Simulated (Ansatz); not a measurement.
# GaNH4O2 (SMILES [NH2][Ga]([OH])[OH]): levels of theory compared

We compute a comparison of 6 runs (HF/3-21G, B3LYP/6-31G*, r2SCAN50-D3(BJ)-ATM/pcseg-1, PBE0/def2-SVP, MP2/def2-TZVP) of GaNH4O2. 

The results are computed with Ansatz 0.2.0.

2 further runs of the same task are left out: 2 set aside as unsound or not needed.

## (1) Starting point

The species is GaNH4O2 (8 atoms), meant as a singlet with charge 0. SMILES: `[NH2][Ga]([OH])[OH]`. The coordinates come from a PBE0-D4/def2-TZVP relaxation. This is one conformer, not always the lowest.

Bond lengths: N1–Ga2 1.809 Å, Ga2–O3 1.777 Å, Ga2–O4 1.785 Å, N1–H5 1.007 Å, N1–H6 1.006 Å, O3–H7 0.960 Å, O4–H8 0.959 Å. Angles: N1–Ga2–O3 119.2°, N1–Ga2–O4 124.8°, O3–Ga2–O4 115.9°, Ga2–N1–H5 119.5°, Ga2–N1–H6 121.6°, Ga2–O3–H7 112.6°, Ga2–O4–H8 114.8°, H5–N1–H6 111.4°.

## (2) Energy and gradient at HF/3-21G (run 1)

Input file job.yaml:

```yaml
crystal:
  periodic: [false, false, false]
  atoms:
    - {symbol: "N", position_ang: [-1.492100, 0.219900, 0.286200]}
    - {symbol: Ga, position_ang: [0.280500, 0.070800, -0.042300]}
    - {symbol: O, position_ang: [1.348200, 1.445900, 0.316200]}
    - {symbol: O, position_ang: [1.059800, -1.345600, -0.798200]}
    - {symbol: H, position_ang: [-1.827200, 0.968900, 0.869400]}
    - {symbol: H, position_ang: [-2.086100, -0.589000, 0.350800]}
    - {symbol: H, position_ang: [2.255200, 1.288100, 0.045800]}
    - {symbol: H, position_ang: [0.461800, -2.058900, -1.027800]}
basis:
  gaussian:
    orbitals: 3-21G-spherical.json
hamiltonian:
  xc: hf
accuracy: high
output:
  forces: true
  orbitals: {seedname: orbitals}
```

The basis set 3-21G is read from a file made from the Basis Set Exchange's data (not shown).

Started as:

```bash
$ ansatz run job.yaml --threads 1 --pin off --max-ram 2610MiB --events-out events.jsonl --progress --plain --runs-dir runs
```

Output:

```text
Warning: RAYON_NUM_THREADS=1 ignored (pool sized by the plan → 1); use --threads N
Functional definition: HF
  name "HF"
  exchange = exact_x
  correlation = 0
1131 factors; integrals over basis functions are off by at most 1.3e-8 eV
mean field evaluation 1: about -57664.8423 eV, gradient 5.1e1 eV
mean field evaluation 2: about -57665.0332 eV, gradient 5.2e1 eV
mean field evaluation 4: about -57669.7580 eV, gradient 2.0e0 eV
mean field evaluation 8: about -57669.8006 eV, gradient 2.0e-1 eV
mean field evaluation 16: about -57669.8008 eV, gradient 6.9e-8 eV
mean field -57669.80083402 eV, -2119.3260906551 hartree, gradient 6.9e-8 eV, S^2 0.000000; 0 other end points of the search recorded, 0 dependent functions left out
the calculation of the forces begins
reference -57669.80083402 eV, -2119.3260906551 hartree; 29, 29 occupied and 28, 28 virtual orbitals, 1131 factors
Total energy: -57669.80083402 eV, -2119.3260906551 hartree
Atom 0 at    -1.492100     0.219900     0.286200 Å, force     0.863742    -0.538843     0.516118 eV/Å
Atom 1 at     0.280500     0.070800    -0.042300 Å, force     0.514878     0.541612    -0.221737 eV/Å
Atom 2 at     1.348200     1.445900     0.316200 Å, force    -0.842600    -1.313283    -0.330275 eV/Å
Atom 3 at     1.059800    -1.345600    -0.798200 Å, force    -0.895579     1.230961     0.756672 eV/Å
Atom 4 at    -1.827200     0.968900     0.869400 Å, force    -0.093549    -0.038999    -0.316756 eV/Å
Atom 5 at    -2.086100    -0.589000     0.350800 Å, force    -0.161619     0.272941    -0.166710 eV/Å
Atom 6 at     2.255200     1.288100     0.045800 Å, force     0.485033     0.365200     0.046519 eV/Å
Atom 7 at     0.461800    -2.058900    -1.027800 Å, force     0.129694    -0.519590    -0.283832 eV/Å
Dipole moment:    -0.374636    -0.424439     0.104373 e Å
```

Run time: 2 s. Hardware: 1 thread of Intel Xeon Platinum 8375C at 2.90GHz (Ice Lake), shared host.

## (3) Energy and gradient at B3LYP/6-31G(d) (spherical functions) (run 2)

Input file in.yaml:

```yaml
crystal:
  periodic: [false, false, false]
  atoms:
    - {symbol: N, position_ang: [-1.492100, 0.219900, 0.286200]}
    - {symbol: Ga, position_ang: [0.280500, 0.070800, -0.042300]}
    - {symbol: O, position_ang: [1.348200, 1.445900, 0.316200]}
    - {symbol: O, position_ang: [1.059800, -1.345600, -0.798200]}
    - {symbol: H, position_ang: [-1.827200, 0.968900, 0.869400]}
    - {symbol: H, position_ang: [-2.086100, -0.589000, 0.350800]}
    - {symbol: H, position_ang: [2.255200, 1.288100, 0.045800]}
    - {symbol: H, position_ang: [0.461800, -2.058900, -1.027800]}
basis:
  gaussian:
    orbitals: 6-31G_st_-spherical.json
hamiltonian:
  xc: {name: B3LYP}
accuracy: high
output: {forces: true, orbitals: {seedname: orbitals}}
```

The basis set 6-31G* is read from a file made from the Basis Set Exchange's data (not shown).

Started as:

```bash
$ ansatz run in.yaml --threads 1 --pin off --max-ram 2610MiB --events-out events.jsonl --progress --plain --runs-dir runs
```

Output:

```text
Warning: RAYON_NUM_THREADS=1 ignored (pool sized by the plan → 1); use --threads N
Functional definition: B3LYP
  name "B3LYP"
  parameter a0 = 0.2
  parameter ax = 0.72
  parameter ac = 0.81
  exchange = (1 - a0 - ax)*slater_x + ax*b88_x + a0*exact_x
  correlation = (1 - ac)*vwn_rpa_c + ac*lyp_c
1797 factors; integrals over basis functions are off by at most 4.3e-9 eV
mean field evaluation 1: about -58006.6237 eV, gradient 9.3e1 eV
mean field evaluation 2: about -57976.5185 eV, gradient 1.5e2 eV
mean field evaluation 4: about -58021.9710 eV, gradient 8.8e0 eV
mean field evaluation 8: about -58022.2514 eV, gradient 7.0e-1 eV
mean field evaluation 16: about -58022.2525 eV, gradient 8.6e-5 eV
mean field -58022.25248550 eV, -2132.2784499468 hartree, gradient 9.2e-8 eV, S^2 0.000000; 0 other end points of the search recorded, 0 dependent functions left out
the calculation of the forces begins
reference -58022.25252769 eV, -2132.2784514974 hartree; 29, 29 occupied and 53, 53 virtual orbitals, 1797 factors
Total energy: -58022.25252769 eV, -2132.2784514974 hartree
Atom 0 at    -1.492100     0.219900     0.286200 Å, force    -0.228212     0.086525    -0.139762 eV/Å
Atom 1 at     0.280500     0.070800    -0.042300 Å, force    -0.062149    -0.093501     0.032333 eV/Å
Atom 2 at     1.348200     1.445900     0.316200 Å, force    -0.211919     0.522920     0.270563 eV/Å
Atom 3 at     1.059800    -1.345600    -0.798200 Å, force     0.602190    -0.022460    -0.101943 eV/Å
Atom 4 at    -1.827200     0.968900     0.869400 Å, force    -0.037090     0.203270     0.162290 eV/Å
Atom 5 at    -2.086100    -0.589000     0.350800 Å, force    -0.123190    -0.235616     0.029686 eV/Å
Atom 6 at     2.255200     1.288100     0.045800 Å, force     0.422523    -0.154908    -0.163498 eV/Å
Atom 7 at     0.461800    -2.058900    -1.027800 Å, force    -0.362153    -0.306230    -0.089668 eV/Å
Dipole moment:    -0.344131    -0.320200     0.075790 e Å
```

Wall time 9.9 s (1 thread of Intel Xeon Platinum 8375C at 2.90GHz (Ice Lake), shared host).

Runs 3 to 5 aren't shown in full; the table further down has their settings and results.

## (4) Energy and forces at MP2/def2-TZVP (run 6)

Input file input.yaml:

```yaml
basis:
  gaussian:
    orbitals: def2-TZVP
crystal:
  periodic: [false, false, false]
  atoms:
    - {symbol: N, position_ang: [-1.492100, 0.219900, 0.286200]}
    - {symbol: Ga, position_ang: [0.280500, 0.070800, -0.042300]}
    - {symbol: O, position_ang: [1.348200, 1.445900, 0.316200]}
    - {symbol: O, position_ang: [1.059800, -1.345600, -0.798200]}
    - {symbol: H, position_ang: [-1.827200, 0.968900, 0.869400]}
    - {symbol: H, position_ang: [-2.086100, -0.589000, 0.350800]}
    - {symbol: H, position_ang: [2.255200, 1.288100, 0.045800]}
    - {symbol: H, position_ang: [0.461800, -2.058900, -1.027800]}
correlation:
  method: mp2
  frozen_orbitals: {Ga: 9, H: 0, "N": 1, O: 1}
accuracy: high
output:
  forces: true
  orbitals: {seedname: orbitals}
```

Started as:

```bash
$ ansatz run input.yaml --threads 1 --pin off --max-ram 2610MiB --events-out events.jsonl --progress --plain --runs-dir runs
```

Output:

```text
Warning: RAYON_NUM_THREADS=1 ignored (pool sized by the plan → 1); use --threads N
Functional definition: HF
  name "HF"
  exchange = exact_x
  correlation = 0
2870 factors; integrals over basis functions are off by at most 2.6e-8 eV
mean field evaluation 1: about -57952.3177 eV, gradient 5.9e1 eV
mean field evaluation 2: about -57952.4101 eV, gradient 5.9e1 eV
mean field evaluation 4: about -57958.3493 eV, gradient 3.8e0 eV
mean field evaluation 8: about -57958.3992 eV, gradient 3.9e-1 eV
mean field evaluation 16: about -57958.3997 eV, gradient 2.9e-8 eV
mean field -57958.39966300 eV, -2129.9319020008 hartree, gradient 2.9e-8 eV, S^2 0.000000; 0 other end points of the search recorded, 0 dependent functions left out
12 core orbitals not correlated: weight in the atoms' cores, before any rotation towards them, 1.000 or more for the frozen orbitals, at most 0.000 for the correlated occupied ones
reference -57958.39966300 eV, -2129.9319020008 hartree; 17, 17 occupied and 136, 136 virtual orbitals, 2870 factors
second order -24.94764509 eV of doubles, -0.00000000 eV of singles
the calculation of the forces begins
Total energy: -57983.34730809 eV, -2130.8487110478 hartree
Atom 0 at    -1.492100     0.219900     0.286200 Å, force     0.089219     0.016108    -0.041393 eV/Å
Atom 1 at     0.280500     0.070800    -0.042300 Å, force    -0.022509    -0.017706    -0.010852 eV/Å
Atom 2 at     1.348200     1.445900     0.316200 Å, force    -0.227704     0.095014     0.095784 eV/Å
Atom 3 at     1.059800    -1.345600    -0.798200 Å, force     0.181563     0.147254     0.038658 eV/Å
Atom 4 at    -1.827200     0.968900     0.869400 Å, force    -0.045548     0.067373     0.049846 eV/Å
Atom 5 at    -2.086100    -0.589000     0.350800 Å, force    -0.064963    -0.071120     0.005876 eV/Å
Atom 6 at     2.255200     1.288100     0.045800 Å, force     0.249393    -0.046202    -0.077683 eV/Å
Atom 7 at     0.461800    -2.058900    -1.027800 Å, force    -0.159451    -0.190721    -0.060236 eV/Å
Dipole moment:    -0.329068    -0.303493     0.070444 e Å
```

Run time: 40 s. Hardware: 1 thread of Intel Xeon Platinum 8375C at 2.90GHz (Ice Lake), shared host; peak memory 0.76 GiB.

## (5) Overview of the runs

```tsv
run	level	Cartesian functions	accuracy	energy (Eh)	dipole moment (D)	HOMO energy (eV)	LUMO energy (eV)	wall time
1	HF/3-21G	no	high	-2119.326091	2.77	-10.68	3.06	2 s
2	B3LYP/6-31G* (spherical functions)	no	high	-2132.278451	2.29	-6.97	-0.73	9.9 s
3	B3LYP/6-31G* (Cartesian functions)	yes	high	-2132.289103	2.28	-6.96	-0.74	11 s
4	r2SCAN50-D3(BJ)-ATM/pcseg-1	no	medium	-2132.027187	2.41	-9.25	0.56	5.7 s
5	PBE0/def2-SVP	no	high	-2131.652101	2.24	-7.28	-0.17	11 s
6	MP2/def2-TZVP	no	high	-2130.848711	2.18	-11.17	2.46	40 s
```

## (6) What came out

| quantity | value |
| --- | --- |
| run 6: total energy | -2130.84871 Eh |
| run 6: dipole moment (correlated density) | 2.18 D |
| run 6: HOMO energy (Hartree–Fock orbitals) | -11.17 eV |
| run 6: LUMO energy (Hartree–Fock orbitals) | 2.46 eV |
| run 6: HOMO–LUMO gap (Hartree–Fock orbitals) | 13.63 eV |
| run 6: correlation energy (12 core orbitals frozen) | -916.8 mEh |
| run 6: largest force on an atom | 0.265 eV/Å |

In words: The dipole moment (its size) runs from 2.18 D (MP2/def2-TZVP) to 2.77 D (HF/3-21G). The two ends differ in method and basis. Over runs 1, 2, 3, 4, 5 the HOMO–LUMO gap runs from 6.22 eV (B3LYP/6-31G*) to 13.74 eV (HF/3-21G). Totals of different functionals can't be ranked against each other. All runs together took 79 s, the longest 40 s.
